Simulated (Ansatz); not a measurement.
# Molecular dynamics of WC

The input (input.yaml):

```yaml
crystal:
  lattice:
    - [5.8014, 0.0, 0.0]
    - [-2.9007, 5.02416, 0.0]
    - [0.0, 0.0, 15.251885]
  atoms:
    - { symbol: W, position: [0.0, 0.0, 0.0655657] }
    - { symbol: C, position: [0.34683075, 0.19482915, 0.15274937] }
    - { symbol: W, position: [-0.00290032, -0.00582056, 0.25587209] }
    - { symbol: C, position: [0.33139248, 0.18490197, 0.32865903] }
    - { symbol: W, position: [-1.0e-08, 0.49999999, 0.0655657] }
    - { symbol: C, position: [0.32749795, 0.66036834, 0.14662344] }
    - { symbol: W, position: [-0.01081826, 0.48937282, 0.26036903] }
    - { symbol: C, position: [0.32630718, 0.67337804, 0.33200515] }
    - { symbol: W, position: [0.50000001, 0.0, 0.0655657] }
    - { symbol: C, position: [0.83493379, 0.16821922, 0.15432259] }
    - { symbol: W, position: [0.50364421, 0.01230559, 0.25609993] }
    - { symbol: C, position: [0.84663766, 0.1612115, 0.33563637] }
    - { symbol: W, position: [0.5, 0.49999999, 0.0655657] }
    - { symbol: C, position: [0.86350064, 0.6869794, 0.14953274] }
    - { symbol: W, position: [0.50531747, 0.50811091, 0.25727024] }
    - { symbol: C, position: [0.833879, 0.65635874, 0.32913692] }
basis:
  ecutwfc: 420.0
kpoints:
  mp_grid: { grid: [2, 2, 1] }
hamiltonian:
  xc: pbe
  pseudopotentials: { kind: paw, azcp: { folder: soft_1 } }
scf:
  occupations: { method: fermi_dirac, width: 0.1 }
  lower_state_search: "off"
md:
  timestep: 1
  n_steps: 190
  ensemble: nvt_nose_hoover
  temperature: 750.0
  initial_velocities: maxwell_boltzmann
  seed: 718629
  nose_hoover: { tau: 200.0, chain_length: 3 }
  constraints: [{ sites: [0, 4, 8, 12] }]
```

Command:

```bash
$ ansatz run input.yaml --threads 1 --pin off --max-ram 3072MiB --backend cpu --events-out ev --progress --plain --runs-dir out
```

It goes on from the last frame of an earlier run, with new velocities.

Output, in part (step lines):

```
md step     0: t =     0.00 fs  T =   750.0 K  F+E_penalty+E_count = -85079.77623297 eV  E_kin = 1.163340 eV  conserved = -85078.61289298 eV  (13 SCF iters)
md step     1: t =     1.00 fs  T =   751.5 K  F+E_penalty+E_count = -85079.77857313 eV  E_kin = 1.165638 eV  conserved = -85078.61293512 eV  (8 SCF iters)
md step     2: t =     2.00 fs  T =   748.4 K  F+E_penalty+E_count = -85079.77387176 eV  E_kin = 1.160931 eV  conserved = -85078.61294076 eV  (8 SCF iters)
md step     3: t =     3.00 fs  T =   740.9 K  F+E_penalty+E_count = -85079.76211080 eV  E_kin = 1.149205 eV  conserved = -85078.61290615 eV  (8 SCF iters)
md step     4: t =     4.00 fs  T =   729.2 K  F+E_penalty+E_count = -85079.74389755 eV  E_kin = 1.131066 eV  conserved = -85078.61283252 eV  (8 SCF iters)
md step     5: t =     5.00 fs  T =   714.1 K  F+E_penalty+E_count = -85079.72043389 eV  E_kin = 1.107710 eV  conserved = -85078.61272682 eV  (4 SCF iters)
md step     6: t =     6.00 fs  T =   696.8 K  F+E_penalty+E_count = -85079.69340269 eV  E_kin = 1.080810 eV  conserved = -85078.61260111 eV  (3 SCF iters)
md step     7: t =     7.00 fs  T =   678.4 K  F+E_penalty+E_count = -85079.66478179 eV  E_kin = 1.052328 eV  conserved = -85078.61247023 eV  (3 SCF iters)
[... lines left out ...]
md step   189: t =   189.00 fs  T =   601.1 K  F+E_penalty+E_count = -85079.38346568 eV  E_kin = 0.932334 eV  conserved = -85078.61214896 eV  (3 SCF iters)
md step   190: t =   190.00 fs  T =   611.4 K  F+E_penalty+E_count = -85079.39754373 eV  E_kin = 0.948400 eV  conserved = -85078.61218572 eV  (8 SCF iters)
```

The steps, from the saved trajectory:

```csv
time (fs),T (K),potential energy less start (eV),conserved less start (meV/atom)
0.0,750,0.000,0.00
6.0,697,0.083,0.02
12.0,611,0.216,0.05
18.0,619,0.205,0.02
24.0,630,0.187,0.02
30.0,612,0.217,0.03
36.0,610,0.221,0.03
42.0,631,0.190,0.03
48.0,690,0.101,0.03
54.0,757,-0.001,-0.02
60.0,629,0.201,0.02
66.0,478,0.437,0.08
72.0,594,0.260,0.04
78.0,771,-0.012,-0.02
84.0,725,0.064,0.01
90.0,590,0.278,0.04
96.0,528,0.378,0.03
102.0,503,0.419,0.03
108.0,530,0.382,0.03
114.0,577,0.314,0.02
120.0,608,0.273,0.03
126.0,609,0.278,0.02
132.0,546,0.382,0.03
138.0,511,0.443,0.05
144.0,585,0.336,0.02
150.0,651,0.243,0.02
156.0,671,0.221,0.02
162.0,669,0.235,0.03
168.0,676,0.236,0.03
174.0,671,0.255,0.03
180.0,619,0.348,0.04
186.0,584,0.414,0.05
```

All steps were run. The conserved energy stayed within 0.082 meV per atom of its start (net change 0.044 meV per atom), so the integration is sound. The mean temperature of the second half is 20 % below the set value. A run of 0.19 ps of so small a system gives no equilibrium averages. Limits of this set-up: coarse k mesh, thin slab, slab without dipole correction.

Mean squared displacements from the first frame to the last: W 0.01 Å², C 0.03 Å².

Last frame:

```xyz
16
Lattice="5.8014 0.0000 0.0000 -2.9007 5.0242 0.0000 0.0000 0.0000 15.2519" Properties=species:S:1:pos:R:3
W 0.000 0.000 1.000
C 1.420 0.934 2.321
W -0.097 -0.002 3.874
C 1.236 0.975 5.049
W -1.450 2.512 1.000
C -0.189 3.325 2.276
W -1.549 2.424 3.954
C -0.285 3.467 4.921
W 2.901 0.000 1.000
C 4.267 0.763 2.313
W 2.755 0.009 3.861
C 4.277 0.797 5.059
W 1.450 2.512 1.000
C 2.960 3.378 2.388
W 1.307 2.475 3.865
C 2.778 3.359 4.939
```

Time of the run: 20 min on 1 thread of Arm Neoverse V1, on a shared host, peak memory 0.7 GiB.
